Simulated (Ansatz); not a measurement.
# C₇H₁₄: up Jacob's ladder to CCSD(T)

The task here is to estimate one member of a computed series from the others.

Computed with Ansatz 0.2.0, Gaussian basis. Level: functionals in def2-TZVPP, the program's frozen cores in correlated methods.

Levels to be run: LDA (SPW92), PBE-D4, revPBE-D4, BLYP-D4, r2SCAN-D4, B97M-V, PBE0-D4, B3LYP-D4, r2SCANh-D4, r2SCAN0-D4, HSE06-D4, BHLYP-D4, CAM-B3LYP-D4, LC-ωPBE, ωB97X-V, ωB97M-V, B2PLYP, PBE-QIDH; CCSD(T)/def2-SVP; CCSD(T)/def2-TZVPP.

## The relaxed structure

All runs share one geometry, relaxed beforehand with PBE0-D4 in a triple-zeta def2 set.

SMILES `C=CCC(C)(C)C`, 21 atoms, charge 0, spin multiplicity 1.

Atoms are counted from 1 here; the program's logs count them from 0.

Bond lengths: C1–C2 1.326 Å, C1–H8 1.084 Å, C1–H9 1.086 Å, C2–C3 1.491 Å, C2–H10 1.088 Å, C3–C4 1.542 Å, C3–H11 1.096 Å, C3–H12 1.098 Å, C4–C5 1.526 Å, C4–C6 1.525 Å, C4–C7 1.526 Å, C5–H13 1.092 Å, C5–H14 1.094 Å, C5–H15 1.093 Å, C6–H16 1.093 Å, C6–H17 1.094 Å, C6–H18 1.092 Å, C7–H19 1.094 Å and more. Angles: C2–C1–H8 121.7°, C2–C1–H9 121.3°, H8–C1–H9 117.0°, C1–C2–C3 124.9°, C1–C2–H10 118.5°, C3–C2–H10 116.6°, C2–C3–C4 115.5°, C2–C3–H11 109.2°, C2–C3–H12 108.9°, C4–C3–H11 108.5°, C4–C3–H12 107.7°, H11–C3–H12 106.7°, C3–C4–C5 110.7°, C3–C4–C6 110.0°, C3–C4–C7 107.9°, C5–C4–C6 109.7°, C5–C4–C7 109.1°, C6–C4–C7 109.4° and more.

Set-up of the first run:

Contents of in.yaml:

```yaml
crystal:
  periodic: [false, false, false]
  atoms:
    - {symbol: C, position_ang: [0.252870, -2.550033, -1.385010]}
    - {symbol: C, position_ang: [0.410759, -1.233517, -1.390413]}
    - {symbol: C, position_ang: [0.941588, -0.433813, -0.249162]}
    - {symbol: C, position_ang: [-0.052887, 0.562341, 0.381568]}
    - {symbol: C, position_ang: [-0.550097, 1.560017, -0.660760]}
    - {symbol: C, position_ang: [-1.237482, -0.190218, 0.977792]}
    - {symbol: C, position_ang: [0.676933, 1.317346, 1.488133]}
    - {symbol: H, position_ang: [-0.133753, -3.081153, -2.247334]}
    - {symbol: H, position_ang: [0.510577, -3.146117, -0.514432]}
    - {symbol: H, position_ang: [0.142874, -0.681599, -2.289174]}
    - {symbol: H, position_ang: [1.296550, -1.113935, 0.532914]}
    - {symbol: H, position_ang: [1.814480, 0.137647, -0.590982]}
    - {symbol: H, position_ang: [-1.136066, 1.070256, -1.441862]}
    - {symbol: H, position_ang: [0.284661, 2.081676, -1.138449]}
    - {symbol: H, position_ang: [-1.190299, 2.313248, -0.193531]}
    - {symbol: H, position_ang: [-1.943433, 0.505614, 1.439505]}
    - {symbol: H, position_ang: [-0.907321, -0.893426, 1.748004]}
    - {symbol: H, position_ang: [-1.771154, -0.759943, 0.213760]}
    - {symbol: H, position_ang: [1.525129, 1.880306, 1.087890]}
    - {symbol: H, position_ang: [1.058616, 0.629358, 2.247941]}
    - {symbol: H, position_ang: [0.007466, 2.025915, 1.983611]}
basis:
  gaussian: {orbitals: def2-TZVPP}
hamiltonian: {xc: lda}
output: {orbitals: {seedname: orbitals}}
```

Started as:

```bash
$ ansatz run in.yaml --threads 2 --pin off --events-out ev --progress --plain --max-ram 32768MiB --backend cuda --devices 0, --max-vram 18GiB
```

Among the steps run: LDA; PBE-D4 (GGA); revPBE-D4 (GGA); BLYP-D4 (GGA); r2SCAN-D4 (meta-GGA); B97M-V (meta-GGA); B3LYP-D4 (hybrid); r2SCANh-D4 (hybrid); r2SCAN0-D4 (hybrid); HSE06-D4 (hybrid); BHLYP-D4 (hybrid); CAM-B3LYP-D4 (range-separated); LC-ωPBE (range-separated); ωB97X-V (range-separated); ωB97M-V (range-separated); B2PLYP (double hybrid); PBE-QIDH (double hybrid).

One of the session's tables, all rows but one given; the rest of the session is left out.

It belongs to the step «Frontier levels by functional». 

| functional | HOMO (eV) | gap (eV) |
| --- | --- | --- |
| LDA (SPW92) | -6.40 | 5.43 |
| PBE-D4 | -6.22 | 5.50 |
| revPBE-D4 | -6.14 | 5.53 |
| BLYP-D4 | -6.05 | 5.48 |
| r2SCAN-D4 | -6.40 | 5.93 |
| B97M-V | -6.43 | 5.99 |
| PBE0-D4 | -7.33 | 7.65 |
| B3LYP-D4 | -7.11 | 7.19 |
| r2SCANh-D4 | -6.82 | 6.73 |
| r2SCAN0-D4 | -7.46 | 7.92 |
| HSE06-D4 | -6.92 | 6.86 |
| BHLYP-D4 | -8.28 | 9.69 |
| CAM-B3LYP-D4 | -8.66 | 10.11 |
| LC-ωPBE | -10.05 | 12.70 |
| ωB97X-V | -9.67 | 12.19 |
| ωB97M-V | ? | ? |

Q: Estimate the row for ωB97M-V from the others.

The run gave: HOMO (eV): -9.58; gap (eV): 11.90. In the column «HOMO (eV)» it lies between ωB97X-V (-9.67) and CAM-B3LYP-D4 (-8.66).
